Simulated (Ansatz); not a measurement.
# Si4O7: the cost of one run

Computed with Ansatz 0.2.0 (DFT PBE, scalar-relativistic, plane waves, PAW, unless a step's input says otherwise).

31 further runs of the same task are left out: 1 that didn't finish, 30 set aside as unsound or not needed.

## (1) The structure to begin with

It takes space group P4_12_12 (No. 92, tetragonal). The conventional cell has a = 5.080 Å, b = 5.080 Å, c = 7.091 Å, α = 90.00°, β = 90.00°, γ = 90.00°. Si (site symmetry 2) is surrounded by 4 O at 1.63 Å. O (site symmetry 1) has 2 Si at 1.63 Å as nearest neighbours.

As a file:

```xyz
12
Lattice="5.0800 0.0000 0.0000 0.0000 5.0800 0.0000 0.0000 0.0000 7.0915" Properties=species:S:1:pos:R:3 pbc="T T T"
Si    1.4957    1.4957    0.0000
Si    1.0443    4.0357    1.7729
Si    3.5843    3.5843    3.5457
Si    4.0357    1.0443    5.3186
O     1.2241    0.4807    1.2398
O     2.0593    3.7641    3.0127
O     3.8559    4.5992    4.7856
O     3.0207    1.3159    6.5584
O     3.7641    2.0593    4.0788
O     4.5992    3.8559    2.3059
O     1.3159    3.0207    0.5331
O     0.4807    1.2241    5.8517
```

It is the result of an earlier relaxation at this level (volume 15.25 Å³/atom; gap on the mesh: 5.52 eV).

## (2) What is varied

Atoms count from 1 in the order of the input.

An atom moved over a plane that holds its own site and a neighbouring vacancy.

First coordinate, path of O9 from its site (0) to the vacancy (1), 2.636 Å: 11 values from −0.125 to 1.125. Second coordinate, shift of O9 across the path, along a normal: 9 values from −0.900 Å.

Nothing else is relaxed (all other atoms held at the sites of the perfect crystal). Points are written as (first, second).

## (3) Grid point (1.125, −0.900 Å)

The input, input.yaml:

```yaml
crystal:
  lattice:
    - [5.0799801732, 0.0, 0.0]
    - [0.0, 5.0799801732, 0.0]
    - [0.0, 0.0, 7.09147693]
  atoms:
    - { symbol: Si, position: [0.2944292339, 0.2944292339, 0.0] }
    - { symbol: Si, position: [0.2055707661, 0.7944292339, 0.25] }
    - { symbol: Si, position: [0.7055707661, 0.7055707661, 0.5] }
    - { symbol: Si, position: [0.7944292339, 0.2055707661, 0.75] }
    - { symbol: O, position: [0.4053663613, 0.7409644515, 0.4248320116] }
    - { symbol: O, position: [0.7590355485, 0.9053663613, 0.6748320116] }
    - { symbol: O, position: [0.5946336387, 0.2590355485, 0.9248320116] }
    - { symbol: O, position: [0.7409644515, 0.4053663613, 0.5751679884] }
    - { symbol: O, position: [1.3800577504, 1.0014515366, 0.1125231739] }
    - { symbol: O, position: [0.2590355485, 0.5946336387, 0.0751679884] }
    - { symbol: O, position: [0.0946336387, 0.2409644515, 0.8251679884] }
basis:
  ecutwfc: 420
kpoints:
  mp_grid: { grid: [4, 4, 4] }
hamiltonian:
  xc: pbe
  pseudopotentials: { kind: paw, azcp: { folder: soft_1 } }
scf:
  occupations: { method: gaussian, width: 0.05 }
output:
  forces: true
  stress: true
  eigenvalues: true
  write_density: true
  write_potential: true
  elf: true
  volumetric_format: npy
```

Launch:

```bash
$ ansatz run input.yaml --threads 4 --pin off --max-ram 8192MiB --backend cpu --events-out ev --progress --plain --runs-dir out
```

**Question.** How long does this run take on 4 threads of Intel Xeon Platinum 8488C (Sapphire Rapids), shared host, and how much memory does it need?

About 8.6 s, with a peak of 0.6 GiB.
